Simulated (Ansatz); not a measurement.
Run this with Ansatz 0.2.0, Python API and show what comes out.

Script `banbinwo6.py`:
```python
from dataclasses import replace

import ansatz as az

banbinwo6 = (
    az.Lattice.fcc(8.2529)
    .space_group(216)
    .atom("Ba", (0.25, 0.25, 0.25))
    .atom("Nb", (0.0, 0.0, 0.0))
    .atom("In", (0.25, 0.25, 0.75))
    .atom("W", (0.5, 0.0, 0.0))
    .atom("O", (0.2476, 0.0, 0.0))
    .primitive()
)

base = (
    banbinwo6.calculation()
    .functional("PBEsol")
    .basis(21 * az.Ha)
    .kpoints(spacing=0.26)
    .occupations("fermi_dirac", width=0.05)
)
for repeats in [(1, 1, 1), (2, 1, 1), (2, 2, 1), (2, 2, 2)]:
    told = replace(base, crystal=banbinwo6.supercell(*repeats)).session().plan(dry_run=True).describe()
    print(repeats, "bands", told.n_bands, "plane waves", tuple(told.n_pw_range), "k-points", len(told.kweights), "grid", tuple(told.fft_dense), "operations", told.n_sym_ops)
```

```console
$ python banbinwo6.py
(1, 1, 1) bands 53 plane waves (4285, 4398) k-points 16 grid (48, 48, 48) operations 24
(2, 1, 1) bands 106 plane waves (8683, 8758) k-points 16 grid (96, 48, 48) operations 12
(2, 2, 1) bands 212 plane waves (17372, 17516) k-points 16 grid (96, 96, 48) operations 16
(2, 2, 2) bands 424 plane waves (34832, 34957) k-points 4 grid (96, 96, 96) operations 192
```

The structure comes from a database and needn't be a stable phase.
